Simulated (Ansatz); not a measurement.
# Mg3CdSe2O2: the cost of one run

Method: DFT PBE, scalar-relativistic, plane waves, PAW, unless a step names another level, in Ansatz 0.2.0.

5 further runs of the same task are left out: 5 set aside as unsound or not needed.

**1. The formula and the candidates**

Pauling electronegativities: Mg 1.31, Cd 1.69, Se 2.55, O 3.44 (spread 2.13). The formula balances with common oxidation states: Cd +2, Mg +2, O -2, Se -2. Tabulated atomic sizes suggest about 18 Å³/atom. 33 candidates were drawn, by swapping species into database cells of other compounds, at random by space group and Wyckoff sites, or by hand, as the table says:

```
name                                                    made from  space group no.                              Wyckoff sites  atoms (primitive cell)  V (Å³/atom)
 c01                                                       random              191              Mg 2d, 1b; Cd 1a; Se 2c; O 2e                       8         19.6
 c02                                                       random               99              Mg 2c, 1b; Cd 1b; Se 2c; O 2c                       8         20.7
 c03                                                       random              139              Mg 4c, 2a; Cd 2b; Se 4e; O 4d                       8         18.6
 c04                                                       random               47      Mg 1d, 1g, 1a; Cd 1h; Se 1b, 1f; O 2r                       8         22.6
 c05                                                       random              183              Mg 2b, 1a; Cd 1a; Se 2b; O 2b                       8         21.1
 c06                                                       random               47          Mg 2s, 1c; Cd 1f; Se 1a, 1h; O 2m                       8         20.0
 c07                                                       random               65              Mg 4k, 2b; Cd 2c; Se 4i; O 4j                       8         21.0
 c08              built by hand: CaZnOS, tetrahedral site ordered              156  Mg 1b, 1a, 1c; Cd 1a; Se 1b, 1c; O 1a, 1a                       8         17.8
 c09                                                       random              187              Mg 3k; Cd 1b; Se 1c, 1a; O 2i                       8         20.2
 c10                                                       random               99              Mg 1a, 2c; Cd 1b; Se 2c; O 2c                       8         21.2
 c11                                                       random              187          Mg 2i, 1a; Cd 1f; Se 2h; O 1e, 1b                       8         19.6
 c12                                                       random              164                  Mg 3e; Cd 1a; Se 2c; O 2d                       8         22.1
 c13                                                       random              187          Mg 3j; Cd 1f; Se 1d, 1b; O 1e, 1a                       8         22.8
 c14                                                       random               47              Mg 2m, 1f; Cd 1c; Se 2i; O 2p                       8         18.2
 c15                                                       random              139              Mg 4d, 2b; Cd 2a; Se 4e; O 4e                       8         22.6
 c16             built by hand: ZrCuSiAs (LaOCuS), M-site ordered              115          Mg 2g, 1c; Cd 1d; Se 2g; O 1a, 1b                       8         17.8
 c17  built by hand: zincblende, (001) layer-ordered superlattice              115              Mg 1a, 2f; Cd 1d; Se 2g; O 2g                       8         17.8
 c18                                                       random              115          Mg 1c, 2e; Cd 1d; Se 2g; O 1a, 1b                       8         22.6
 c19                                                       random              191                  Mg 3g; Cd 1b; Se 2c; O 2d                       8         20.2
 c20  built by hand: rocksalt, (111) cation and anion layer order              166              Mg 3a, 6c; Cd 3b; Se 6c; O 6c                       8         16.0
 c21                                                       random              191                  Mg 3g; Cd 1a; Se 2c; O 2e                       8         19.1
 c22                                  database cell of TiNb3Al2C2              156  Mg 1c, 1c, 1a; Cd 1a; Se 1b, 1b; O 1a, 1c                       8         18.2
 c23                                                       random              191                  Mg 3g; Cd 1b; Se 2e; O 2e                       8         18.1
 c24                                                       random              187              Mg 3j; Cd 1e; Se 1a, 1b; O 2h                       8         20.1
 c25                                  database cell of TiNb3Al2C2              156  Mg 1c, 1c, 1a; Cd 1a; Se 1a, 1c; O 1b, 1b                       8         18.2
 c26                                                       random              119          Mg 4e, 2a; Cd 2c; Se 4f; O 2d, 2b                       8         20.3
 c27                                                       random              139              Mg 4d, 2b; Cd 2a; Se 4e; O 4c                       8         22.3
 c28                                                       random              123              Mg 2h, 1b; Cd 1a; Se 2f; O 2h                       8         20.3
 c29                                                       random               65              Mg 4e, 2d; Cd 2b; Se 4f; O 4k                       8         18.4
 c30                                                       random              191              Mg 2c, 1b; Cd 1a; Se 2d; O 2e                       8         19.0
 c31                                                       random              191              Mg 2d, 1a; Cd 1b; Se 2e; O 2c                       8         19.0
 c32                                                       random              191                  Mg 3g; Cd 1a; Se 2d; O 2e                       8         22.1
 c33                                                       random              123          Mg 2f, 1d; Cd 1c; Se 2h; O 1a, 1b                       8         20.7
```

**2. Screening run of c16**

Contents of input.yaml:

```yaml
crystal:
  lattice:
    - [3.9, 0.0, 0.0]
    - [0.0, 3.9, 0.0]
    - [0.0, 0.0, 9.35]
  atoms:
    - { symbol: Mg, position: [0.5, 0.0, 0.148] }
    - { symbol: Mg, position: [0.0, 0.5, 0.852] }
    - { symbol: Mg, position: [0.5, 0.5, 0.5] }
    - { symbol: Cd, position: [0.0, 0.0, 0.5] }
    - { symbol: Se, position: [0.5, 0.0, 0.66] }
    - { symbol: Se, position: [0.0, 0.5, 0.34] }
    - { symbol: O, position: [0.0, 0.0, 0.0] }
    - { symbol: O, position: [0.5, 0.5, 0.0] }
basis:
  ecutwfc: 420
kpoints:
  mp_grid: { grid: [3, 3, 2] }
hamiltonian:
  xc: pbe
scf:
  occupations: { method: gaussian, width: 0.15 }
  lower_state_search: "off"
output:
  forces: true
  stress: true
  eigenvalues: true
relax:
  adjacent_minimum: "off"
  f_tol: 0.08
  max_steps: 16
  cell: { stress_tol: 0.8 }
```

The run is started by

```sh
> ansatz run input.yaml --threads 1 --pin off --max-ram 2560MiB --backend cpu --events-out ev --progress --plain --runs-dir out
```

Q: Estimate wall time and peak memory on 1 thread of Arm Neoverse V1, shared host.

About 68 s, with a peak of 0.4 GiB.
